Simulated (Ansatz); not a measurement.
I need cell relaxations under several functionals of TiAu, space group Pm-3m. Use Ansatz's Python interface. Settings (first run): r2SCAN, PAW, the default cutoff (500 eV here), 6×6×6 k-points, Fermi-Dirac smearing of 0.1 eV.

Input file `tiau.vasp`:
```text
TiAu
1.0
   3.25400000    0.00000000    0.00000000
   0.00000000    3.25400000    0.00000000
   0.00000000    0.00000000    3.25400000
Ti Au
1 1
Direct
   0.50000000    0.50000000    0.50000000
   0.00000000    0.00000000    0.00000000
```

Script `tiau_lattice.py`:
```python
"""Relaxed cell of TiAu under several functionals."""

import ansatz
from ase.io import read
import numpy as np

def edges_and_angles(cell):
    cell = np.asarray(cell)
    a, b, c = np.linalg.norm(cell, axis=1)
    cosines = cell[1] @ cell[2] / (b * c), cell[0] @ cell[2] / (a * c), cell[0] @ cell[1] / (a * b)
    return (a, b, c, *np.degrees(np.arccos(cosines)))


def main() -> None:
    atoms = read("tiau.vasp", format="vasp")
    system = ansatz.Crystal.from_ase(atoms)

    base = system.calculation()
    base = base.occupations("fermi_dirac", width=0.1).kpoints(length=20)
    base = base.relax(cell=True)

    levels = [("r2scan", "none"), ("pbesol", "none"), ("r2scan", "rvv10")]
    print("level            a       b       c    alpha   beta  gamma  V/atom  steps")
    for name, dispersion in levels:
        seen = []
        run = base.functional(name, dispersion=dispersion).session().plan()
        result = run.execute(on_event=lambda e: seen.append(e) if e["event"] == "relax_step" else None)
        cell = result.lattice.cell_ang
        label = name if dispersion == "none" else f"{name}+{dispersion}"
        print("{:13s} {:7.4f} {:7.4f} {:7.4f} {:6.2f} {:6.2f} {:6.2f}".format(label, *edges_and_angles(cell)), f"{abs(np.linalg.det(cell)) / len(result.lattice.sites):7.3f} {len(seen):5d}")


if __name__ == "__main__":
    main()
```

```console
$ python tiau_lattice.py
level            a       b       c    alpha   beta  gamma  V/atom  steps
DeckWarning: basis.ecutwfc = 500 eV, auto-derived from the records' recommended cutoffs: set by Ti (their level for a meta-GGA)
r2scan         3.2446  3.2446  3.2446  90.00  90.00  90.00  17.079     4
DeckWarning: basis.ecutwfc = 420 eV, auto-derived from the records' recommended cutoffs: set by Ti (normal level)
pbesol         3.2200  3.2200  3.2200  90.00  90.00  90.00  16.694     5
r2scan+rvv10   3.2318  3.2318  3.2318  90.00  90.00  90.00  16.878     5
```
(Warnings from the package without file and line.)

From smallest to largest: PBEsol (16.69 Å³ an atom, -3.1 % against the start), r2SCAN+RVV10 (16.88 Å³ an atom, -2.0 % against the start) and r2SCAN (17.08 Å³ an atom, -0.9 % against the start). The spread is 2.3 % in volume.

Caveats:
- The run is spin-unpolarised.
- Forces vanish by symmetry, so the ions can't move, and the end may be a saddle.
- Dispersion corrections can be off by several per cent in the lattices of metals, and by several GPa in the pressure at a fixed cell.
- For a metal this k-point mesh is coarse: on a finer one energies can move by several to tens of meV an atom and pressures by half a GPa or more, differences at one mesh by less.
- Spin-orbit coupling, which matters for elements this heavy, is left out.
- The starting cell is as deposited in a crystallographic database; the results hold for this polymorph, which needn't be the stable one.
- Wall time of the script: 32 s on 1 thread of Arm Neoverse V1 (shared host), peak memory 0.57 GiB.

(Lines on the test bed's own set-up are left out of the output.)
